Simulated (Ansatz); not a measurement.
# Li26ZnF27 (Griceite): the cost of one run

Computed with Ansatz 0.2.0 (DFT, PBE, plane-wave PAW, default files, scalar-relativistic, as far as a step names no other, unless a step's input says otherwise).

## 1. The system as given

The structure is cubic, space group Fm-3m (No. 225). The conventional cell has a = 12.084 Å, b = 12.084 Å, c = 12.084 Å, α = 90.00°, β = 90.00°, γ = 90.00°. Around Zn (site symmetry m-3m) lie 6 F at 2.01 Å. Li (site symmetry mm2) is surrounded by 6 F at 2.01 Å. Around Li (site symmetry 3m) lie 6 F at 2.01 Å. Li (site symmetry 4mm) has 6 F at 2.01 Å as nearest neighbours. F (site symmetry 3m) has 6 Li at 2.01 Å as nearest neighbours. Around F (site symmetry 4mm) lie 5 Li at 2.01 Å and 1 Zn at 2.01 Å. F (site symmetry mm2) has 6 Li at 2.01 Å as nearest neighbours. F (site symmetry m-3m) has 6 Li at 2.01 Å as nearest neighbours.

Coordinates:

```
CELL_PARAMETERS angstrom
0.00000 6.04200 6.04200
6.04200 0.00000 6.04200
6.04200 6.04200 0.00000
ATOMIC_POSITIONS crystal
Zn 0.00000 0.00000 0.00000
Li 0.00000 0.00000 0.33333
Li 0.00000 0.00000 0.66667
Li 0.00000 0.33333 0.00000
Li 0.00000 0.33333 0.33333
Li 0.00000 0.33333 0.66667
Li 0.00000 0.66667 0.00000
Li 0.00000 0.66667 0.33333
Li 0.00000 0.66667 0.66667
Li 0.33333 0.00000 0.00000
Li 0.33333 0.00000 0.33333
Li 0.33333 0.00000 0.66667
Li 0.33333 0.33333 0.00000
Li 0.33333 0.33333 0.33333
Li 0.33333 0.33333 0.66667
Li 0.33333 0.66667 0.00000
Li 0.33333 0.66667 0.33333
Li 0.33333 0.66667 0.66667
Li 0.66667 0.00000 0.00000
Li 0.66667 0.00000 0.33333
Li 0.66667 0.00000 0.66667
Li 0.66667 0.33333 0.00000
Li 0.66667 0.33333 0.33333
Li 0.66667 0.33333 0.66667
Li 0.66667 0.66667 0.00000
Li 0.66667 0.66667 0.33333
Li 0.66667 0.66667 0.66667
F 0.16667 0.16667 0.16667
F 0.16667 0.16667 0.50000
F 0.16667 0.16667 0.83333
F 0.16667 0.50000 0.16667
F 0.16667 0.50000 0.50000
F 0.16667 0.50000 0.83333
F 0.16667 0.83333 0.16667
F 0.16667 0.83333 0.50000
F 0.16667 0.83333 0.83333
F 0.50000 0.16667 0.16667
F 0.50000 0.16667 0.50000
F 0.50000 0.16667 0.83333
F 0.50000 0.50000 0.16667
F 0.50000 0.50000 0.50000
F 0.50000 0.50000 0.83333
F 0.50000 0.83333 0.16667
F 0.50000 0.83333 0.50000
F 0.50000 0.83333 0.83333
F 0.83333 0.16667 0.16667
F 0.83333 0.16667 0.50000
F 0.83333 0.16667 0.83333
F 0.83333 0.50000 0.16667
F 0.83333 0.50000 0.50000
F 0.83333 0.50000 0.83333
F 0.83333 0.83333 0.16667
F 0.83333 0.83333 0.50000
F 0.83333 0.83333 0.83333
```

Atom 1 of the input is the impurity.

## 2. First run, atoms as given

Contents of input.yaml:

```yaml
crystal:
  lattice:
    - [0.0, 6.042, 6.042]
    - [6.042, 0.0, 6.042]
    - [6.042, 6.042, 0.0]
  atoms:
    - { symbol: Zn, position: [0.0, 0.0, 0.0] }
    - { symbol: Li, position: [0.0, 0.0, 0.3333333333] }
    - { symbol: Li, position: [0.0, 0.0, 0.6666666667] }
    - { symbol: Li, position: [0.0, 0.3333333333, 0.0] }
    - { symbol: Li, position: [0.0, 0.3333333333, 0.3333333333] }
    - { symbol: Li, position: [0.0, 0.3333333333, 0.6666666667] }
    - { symbol: Li, position: [0.0, 0.6666666667, 0.0] }
    - { symbol: Li, position: [0.0, 0.6666666667, 0.3333333333] }
    - { symbol: Li, position: [0.0, 0.6666666667, 0.6666666667] }
    - { symbol: Li, position: [0.3333333333, 0.0, 0.0] }
    - { symbol: Li, position: [0.3333333333, 0.0, 0.3333333333] }
    - { symbol: Li, position: [0.3333333333, 0.0, 0.6666666667] }
    - { symbol: Li, position: [0.3333333333, 0.3333333333, 0.0] }
    - { symbol: Li, position: [0.3333333333, 0.3333333333, 0.3333333333] }
    - { symbol: Li, position: [0.3333333333, 0.3333333333, 0.6666666667] }
    - { symbol: Li, position: [0.3333333333, 0.6666666667, 0.0] }
    - { symbol: Li, position: [0.3333333333, 0.6666666667, 0.3333333333] }
    - { symbol: Li, position: [0.3333333333, 0.6666666667, 0.6666666667] }
    - { symbol: Li, position: [0.6666666667, 0.0, 0.0] }
    - { symbol: Li, position: [0.6666666667, 0.0, 0.3333333333] }
    - { symbol: Li, position: [0.6666666667, 0.0, 0.6666666667] }
    - { symbol: Li, position: [0.6666666667, 0.3333333333, 0.0] }
    - { symbol: Li, position: [0.6666666667, 0.3333333333, 0.3333333333] }
    - { symbol: Li, position: [0.6666666667, 0.3333333333, 0.6666666667] }
    - { symbol: Li, position: [0.6666666667, 0.6666666667, 0.0] }
    - { symbol: Li, position: [0.6666666667, 0.6666666667, 0.3333333333] }
    - { symbol: Li, position: [0.6666666667, 0.6666666667, 0.6666666667] }
    - { symbol: F, position: [0.1666666667, 0.1666666667, 0.1666666667] }
    - { symbol: F, position: [0.1666666667, 0.1666666667, 0.5] }
    - { symbol: F, position: [0.1666666667, 0.1666666667, 0.8333333333] }
    - { symbol: F, position: [0.1666666667, 0.5, 0.1666666667] }
    - { symbol: F, position: [0.1666666667, 0.5, 0.5] }
    - { symbol: F, position: [0.1666666667, 0.5, 0.8333333333] }
    - { symbol: F, position: [0.1666666667, 0.8333333333, 0.1666666667] }
    - { symbol: F, position: [0.1666666667, 0.8333333333, 0.5] }
    - { symbol: F, position: [0.1666666667, 0.8333333333, 0.8333333333] }
    - { symbol: F, position: [0.5, 0.1666666667, 0.1666666667] }
    - { symbol: F, position: [0.5, 0.1666666667, 0.5] }
    - { symbol: F, position: [0.5, 0.1666666667, 0.8333333333] }
    - { symbol: F, position: [0.5, 0.5, 0.1666666667] }
    - { symbol: F, position: [0.5, 0.5, 0.5] }
    - { symbol: F, position: [0.5, 0.5, 0.8333333333] }
    - { symbol: F, position: [0.5, 0.8333333333, 0.1666666667] }
    - { symbol: F, position: [0.5, 0.8333333333, 0.5] }
    - { symbol: F, position: [0.5, 0.8333333333, 0.8333333333] }
    - { symbol: F, position: [0.8333333333, 0.1666666667, 0.1666666667] }
    - { symbol: F, position: [0.8333333333, 0.1666666667, 0.5] }
    - { symbol: F, position: [0.8333333333, 0.1666666667, 0.8333333333] }
    - { symbol: F, position: [0.8333333333, 0.5, 0.1666666667] }
    - { symbol: F, position: [0.8333333333, 0.5, 0.5] }
    - { symbol: F, position: [0.8333333333, 0.5, 0.8333333333] }
    - { symbol: F, position: [0.8333333333, 0.8333333333, 0.1666666667] }
    - { symbol: F, position: [0.8333333333, 0.8333333333, 0.5] }
    - { symbol: F, position: [0.8333333333, 0.8333333333, 0.8333333333] }
total_charge: 1
kpoints:
  mp_grid: { grid: [3, 3, 3] }
scf:
  occupations: { method: fermi_dirac, width: 0.01 }
hamiltonian:
  xc: pbe
  pseudopotentials: { kind: paw }
output:
  forces: true
  stress: true
  populations: true
  efg:
    quadrupole_moments_barn: { Zn: 0.122, Li: -0.0401 }
    contact_densities: true
  write_density: true
  write_potential: true
  elf: true
  volumetric_format: npy
```

Command:

```
$ ansatz run input.yaml --threads 1 --pin off --max-ram 3072MiB --backend cpu --events-out ev --progress --plain --runs-dir out
```

Q: Estimate wall time and peak memory on 1 thread of Arm Neoverse V1, shared host.

About 64 s, with a peak of 1 GiB.
